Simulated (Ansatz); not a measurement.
**CH₅AlClFSi: up Jacob's ladder to CCSD(T)**

The task here is to estimate one member of a computed series from the others.

The runs use Ansatz 0.2.0, Gaussian basis; functionals in def2-TZVPP, the program's frozen cores in correlated methods.

The runs, in order: PBE-D4, r2SCAN-D4, PBE0-D4, B3LYP-D4, ωB97X-V, ωB97M-V, B2PLYP; CCSD(T)/def2-TZVPP; MP2/def2-QZVPP; extrapolation to the limit.

### The relaxed structure

All runs share one geometry, relaxed beforehand with PBE0-D4 in a triple-zeta def2 set.

10 atoms, charge 0, spin multiplicity 1.

Atoms are counted from 1 here; the program's logs count them from 0.

Bond lengths: F1–Si2 1.601 Å, Si2–C3 1.844 Å, Si2–H6 1.484 Å, Si2–H7 1.480 Å, C3–Al4 1.977 Å, C3–Cl5 1.857 Å, C3–H8 1.090 Å, Al4–Cl5 2.419 Å, Al4–H9 1.579 Å, Al4–H10 1.580 Å. Angles: F1–Si2–C3 112.5°, F1–Si2–H6 107.7°, F1–Si2–H7 107.5°, C3–Si2–H6 107.0°, C3–Si2–H7 110.0°, H6–Si2–H7 112.1°, Si2–C3–Al4 121.9°, Si2–C3–Cl5 111.3°, Si2–C3–H8 115.7°, Al4–C3–Cl5 78.2°, Al4–C3–H8 115.7°, Cl5–C3–H8 105.8°, C3–Al4–Cl5 48.7°, C3–Al4–H9 117.1°, C3–Al4–H10 117.3°, Cl5–Al4–H9 109.0°, Cl5–Al4–H10 109.2°, H9–Al4–H10 125.4° and more.

Set-up of the first run:

in.yaml reads:

```yaml
crystal:
  periodic: [false, false, false]
  atoms:
    - {symbol: F, position_ang: [-1.679294, -1.915308, -1.248867]}
    - {symbol: Si, position_ang: [-1.177844, -0.434322, -0.904456]}
    - {symbol: C, position_ang: [-0.038547, -0.393116, 0.545478]}
    - {symbol: Al, position_ang: [1.269745, 1.066652, 0.805438]}
    - {symbol: Cl, position_ang: [1.565900, -1.248456, 0.168759]}
    - {symbol: H, position_ang: [-2.369444, 0.373712, -0.544322]}
    - {symbol: H, position_ang: [-0.489241, 0.093013, -2.103244]}
    - {symbol: H, position_ang: [-0.415495, -0.857909, 1.455981]}
    - {symbol: H, position_ang: [1.834022, 1.274481, 2.265582]}
    - {symbol: H, position_ang: [1.583098, 1.990156, -0.437350]}
basis:
  gaussian: {orbitals: def2-TZVPP}
hamiltonian: {xc: pbe, dispersion: d4}
output: {forces: true, orbitals: {seedname: orbitals}}
```

Run with:

```console
ansatz run in.yaml --threads 4 --pin off --events-out ev --progress --plain --max-ram 10444MiB
```

Steps of the session up to this table: PBE-D4 (GGA); r2SCAN-D4 (meta-GGA); PBE0-D4 (hybrid); B3LYP-D4 (hybrid); ωB97X-V (range-separated); ωB97M-V (range-separated); B2PLYP (double hybrid); CCSD(T) in def2-TZVPP; MP2 in def2-QZVPP.

One of the session's tables, all rows but one given; the rest of the session is left out.

| method | atomisation energy (eV) |
| --- | --- |
| PBE-D4 | ? |
| r2SCAN-D4 | 33.453 |
| PBE0-D4 | 33.040 |
| B3LYP-D4 | 33.094 |
| ωB97X-V | 33.514 |
| ωB97M-V | 33.452 |
| B2PLYP | 32.794 |
| HF/def2-TZVPP | 24.853 |
| MP2/def2-TZVPP | 33.029 |
| CCSD/def2-TZVPP | 32.010 |
| CCSD(T)/def2-TZVPP | 32.483 |
| MP2/CBS | 33.990 |
| CCSD(T)/CBS | 33.444 |

Estimate the missing values for PBE-D4.

The run gave: atomisation energy (eV): 33.422. In the column «atomisation energy (eV)» it lies between B3LYP-D4 (33.094) and CCSD(T)/CBS (33.444).
